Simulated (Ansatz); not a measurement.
**C2H8N2Si: one species, many methods**

Aim: compute C2H8N2Si with functionals from several rungs and with coupled cluster, and see how far each lands from CCSD(T) at the basis-set limit for the atomisation energy.

Computed with Ansatz 0.2.0, Gaussian basis. Level: functionals in def2-TZVPP, the program's frozen cores in correlated methods.

Plan: LDA (SPW92), PBE-D4, revPBE-D4, BLYP-D4, r2SCAN-D4, B97M-V, PBE0-D4, B3LYP-D4, r2SCANh-D4, r2SCAN0-D4, HSE06-D4, BHLYP-D4, CAM-B3LYP-D4, LC-ωPBE, ωB97X-V, ωB97M-V, B2PLYP, PBE-QIDH; CCSD(T)/def2-SVP; CCSD(T)/def2-TZVPP; MP2/def2-QZVPP; extrapolation to the limit; RPA on PBE.

## 1. The relaxed structure

An earlier PBE0-D4 in a triple-zeta def2 set relaxation fixed the geometry.

13 atoms, charge 0, spin multiplicity 1.

Atoms are counted from 1 here; the program's logs count them from 0.

Bond lengths: N1–C2 1.422 Å, N1–H6 1.011 Å, N1–H7 1.012 Å, C2–N3 1.515 Å, C2–Si5 1.897 Å, C2–H8 1.095 Å, N3–C4 1.492 Å, N3–H9 1.015 Å, C4–Si5 1.888 Å, C4–H10 1.090 Å, C4–H11 1.093 Å, Si5–H12 1.495 Å, Si5–H13 1.494 Å. Angles: C2–N1–H6 113.0°, C2–N1–H7 112.6°, H6–N1–H7 109.2°, N1–C2–N3 117.9°, N1–C2–Si5 121.9°, N1–C2–H8 108.4°, N3–C2–Si5 87.4°, N3–C2–H8 106.9°, Si5–C2–H8 112.4°, C2–N3–C4 101.6°, C2–N3–H9 107.4°, C4–N3–H9 108.9°, N3–C4–Si5 88.4°, N3–C4–H10 113.3°, N3–C4–H11 110.5°, Si5–C4–H10 119.4°, Si5–C4–H11 115.7°, H10–C4–H11 108.1° and more.

## 2. LDA

This LDA is Slater exchange with PW92 correlation.

Input file in.yaml:

```yaml
crystal:
  periodic: [false, false, false]
  atoms:
    - {symbol: N, position_ang: [-1.959486, 0.072025, 0.467251]}
    - {symbol: C, position_ang: [-0.763093, -0.391558, -0.144790]}
    - {symbol: N, position_ang: [0.016096, 0.582714, -1.004121]}
    - {symbol: C, position_ang: [1.421279, 0.146776, -0.754782]}
    - {symbol: Si, position_ang: [0.830998, -0.659716, 0.847346]}
    - {symbol: H, position_ang: [-1.801616, 0.825688, 1.122563]}
    - {symbol: H, position_ang: [-2.656746, 0.358584, -0.208398]}
    - {symbol: H, position_ang: [-1.008809, -1.249000, -0.780006]}
    - {symbol: H, position_ang: [-0.116700, 1.508520, -0.608710]}
    - {symbol: H, position_ang: [2.128276, 0.974970, -0.708720]}
    - {symbol: H, position_ang: [1.753189, -0.540131, -1.537296]}
    - {symbol: H, position_ang: [1.302189, -1.985506, 1.352245]}
    - {symbol: H, position_ang: [0.874923, 0.322036, 1.972218]}
basis:
  gaussian: {orbitals: def2-TZVPP}
hamiltonian: {xc: lda}
output: {orbitals: {seedname: orbitals}}
```

Further steps of the session: PBE-D4 (GGA); revPBE-D4 (GGA); BLYP-D4 (GGA); r2SCAN-D4 (meta-GGA); B97M-V (meta-GGA); PBE0-D4 (hybrid); B3LYP-D4 (hybrid); r2SCANh-D4 (hybrid); r2SCAN0-D4 (hybrid); HSE06-D4 (hybrid); BHLYP-D4 (hybrid); CAM-B3LYP-D4 (range-separated); LC-ωPBE (range-separated); ωB97X-V (range-separated); ωB97M-V (range-separated); B2PLYP (double hybrid); PBE-QIDH (double hybrid); CCSD(T) in def2-SVP; CCSD(T) in def2-TZVPP; MP2 in def2-QZVPP; RPA on PBE orbitals.

Before running them: what should the planned runs give, taken together? Wanted: atomisation energy, CCSD(T)/CBS; farthest beyond LDA; mean size of error, GGA; mean size of error, meta-GGA; mean size of error, hybrid; mean size of error, range-separated; mean size of error, double hybrid; gap, smallest and largest; T1 diagnostic.

**Answer**, as computed:

| quantity | value |
| --- | --- |
| atomisation energy, CCSD(T)/CBS | 4619.8 kJ/mol |
| functionals within 23.1 kJ/mol (0.5 %) | revPBE-D4, BLYP-D4, r2SCAN-D4, B97M-V, B3LYP-D4, LC-ωPBE |
| farthest beyond LDA | BHLYP-D4 (-130.8 kJ/mol) |
| mean size of error, GGA | 45.4 kJ/mol |
| mean size of error, meta-GGA | 5.8 kJ/mol |
| mean size of error, hybrid | 52.5 kJ/mol |
| mean size of error, range-separated | 24.9 kJ/mol |
| mean size of error, double hybrid | 43.3 kJ/mol |
| gap, smallest and largest | 4.00 eV (LDA (SPW92)), 10.98 eV (LC-ωPBE) |
| T1 diagnostic | 0.0113 |
| triples share of the correlation energy | 4.0 % |

In words: LDA overbinds by 717.3 kJ/mol (16 %). PBE-D4 is off by +116.3 kJ/mol. Double hybrids carry the basis error of their MP2 part in triple zeta, and no dispersion term here, so their miss is partly the set-up's. By mean error the best rung here is meta-GGA (5.8 kJ/mol) and the worst beyond LDA is hybrid (52.5 kJ/mol). The mean of the hybrids holds BHLYP, with half exact exchange. The reference freezes the cores and leaves out relativity and excitations past (T), so misses under about 23.1 kJ/mol can't be ranked. Hartree-Fock recovers 69 % of the binding; the rest is correlation. CCSD(T) in def2-SVP is off by -304.1 kJ/mol, more than most functionals: a good method in a small basis is no reference. The gap grows from 4.0 to 11.0 eV across the functionals, mostly with the share of exact exchange.
